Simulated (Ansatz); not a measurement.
# ZnO (zincite): properties at the relaxed cell

The task here is to estimate one member of a computed series from the others.

Method: DFT PBE, scalar-relativistic, plane waves, PAW, in Ansatz 0.2.0.

1 further run of the same task is left out (set aside as unsound or not needed).

**The starting structure**

Symmetry: P6_3mc, No. 186, hexagonal system. The conventional cell has a = 3.279 Å, b = 3.279 Å, c = 5.293 Å, α = 90.00°, β = 90.00°, γ = 120.00°. Around Zn (site symmetry 3m) lie 4 O at 2.00 to 2.01 Å. Around O (site symmetry 3m) lie 4 Zn at 2.00 to 2.01 Å.

Structure file:

```
Zn O
1.0
     3.27949    0.00000    0.00000
    -1.63974    2.84012    0.00000
     0.00000    0.00000    5.29327
Zn O
2 2
Direct
  0.33333 0.66667 0.49997
  0.66667 0.33333 0.99997
  0.66667 0.33333 0.37904
  0.33333 0.66667 0.87904
```

It is the result of an earlier relaxation at this level (volume 12.33 Å³/atom; gap on the mesh: 0.74 eV).

Set-up of the first run:

Input file input.yaml:

```yaml
crystal:
  lattice:
    - [3.2463576338, 0.0, 0.0]
    - [-1.6231788169, 2.8114281806, 0.0]
    - [0.0, 0.0, 5.2398029152]
  atoms:
    - { symbol: Zn, position: [0.3333333333, 0.6666666667, 0.4999685893] }
    - { symbol: Zn, position: [0.6666666667, 0.3333333333, -3.14107e-05] }
    - { symbol: O, position: [0.6666666667, 0.3333333333, 0.3790414107] }
    - { symbol: O, position: [0.3333333333, 0.6666666667, 0.8790414107] }
basis:
  ecutwfc: 420
kpoints:
  mp_grid: { grid: [9, 9, 6] }
hamiltonian:
  xc: pbe
scf:
  occupations: { method: gaussian, width: 0.02 }
output:
  forces: true
  stress: true
  eigenvalues: true
relax:
  adjacent_minimum: "off"
  f_tol: 0.01
  max_steps: 30
  cell: { stress_tol: 0.1, fix: [volume] }
```

On the command line:

```bash
$ ansatz run input.yaml --threads 1 --pin off --max-ram 2560MiB --backend cpu --events-out ev --progress --plain --runs-dir out
```

Among the steps run: Point at V/V0 = 0.97; Volume × 1.03; Volume × 0.94; Volume × 1.06; Volume × 0.91; The cell scaled to 1.10 of its volume; The cell scaled to 0.88 of its volume.

One table of the session follows, with a row left open; its other results are not shown here.

It belongs to the step «Energy against volume». 

```
volume (Å³/atom)  energy above the lowest point (meV/atom)  pressure (GPa)  gap on the mesh (eV)
          10.846                                      90.0           21.88                  0.92
          11.216                                      47.7           14.99                  0.88
          11.586                                      20.0            9.15                  0.83
          11.956                                         ?               ?                     ?
          12.326                                       0.0            0.01                  0.74
          12.695                                       4.2           -3.56                  0.70
          13.065                                      16.1           -6.60                  0.66
          13.558                                      41.7           -9.95                  0.60
```

Q: Estimate the row for volume (Å³/atom) = 11.956 from the others.

Worked estimate for «energy above the lowest point (meV/atom)». A straight line through the neighbours (11.586, 20.0) and (12.326, 0.0) gives 20.0 + (0.0 − 20.0) × (11.956 − 11.586) / (12.326 − 11.586) = 10.0; a parabola fitted to 4 rows on both sides gives 4.7.

The run gave: energy above the lowest point (meV/atom): 4.7; pressure (GPa): 4.21; gap on the mesh (eV): 0.79. In «energy above the lowest point (meV/atom)» the line misses by +5.3 and the parabola by 0.0.
